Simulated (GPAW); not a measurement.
Runs of GPAW 26.7.0 on SrCl2. The structure is cubic, space group Fm-3m (No. 225). The conventional cell has a = 6.977 Å, b = 6.977 Å, c = 6.977 Å, α = 90.00°, β = 90.00°, γ = 90.00°. Sr (site symmetry m-3m) is surrounded by 8 Cl at 3.02 Å. Cl (site symmetry -43m) is surrounded by 4 Sr at 3.02 Å. 

| cell | target pressure | gap on the mesh (eV) | pressure (GPa) |
| --- | --- | --- | --- |
| relaxed to 2 GPa | 2 GPa | 5.42 | 2.0 |
| relaxed to 10 GPa | 10 GPa | 5.28 | 10.0 |
| relaxed to 30 GPa | 30 GPa | 4.99 | 30.0 |
| relaxed | - | (a) | 0.0 |
| relaxed to 20 GPa | 20 GPa | 5.13 | 19.9 |
| relaxed to 5 GPa | 5 GPa | (b) | 5.0 |

Alike in all rows: task relaxation of cell and atoms; level PBEsol; potentials or basis PAW data sets generated in the run's folder for this functional, pw; no spin polarisation; k mesh 7 × 7 × 7; cutoff (eV) 600; smearing fermi-dirac 0.05 eV.

Question: Fill in the values left out.

Answer: (a) 5.29; (b) 5.37.

Caveats: later steps reuse the first step's grids; an odd mesh through Γ misses points on the zone boundary, where band edges often lie.

A k mesh can miss the band edges, and the runs leave out spin-orbit coupling on Sr.

Runs at the PBE level aren't shown here.
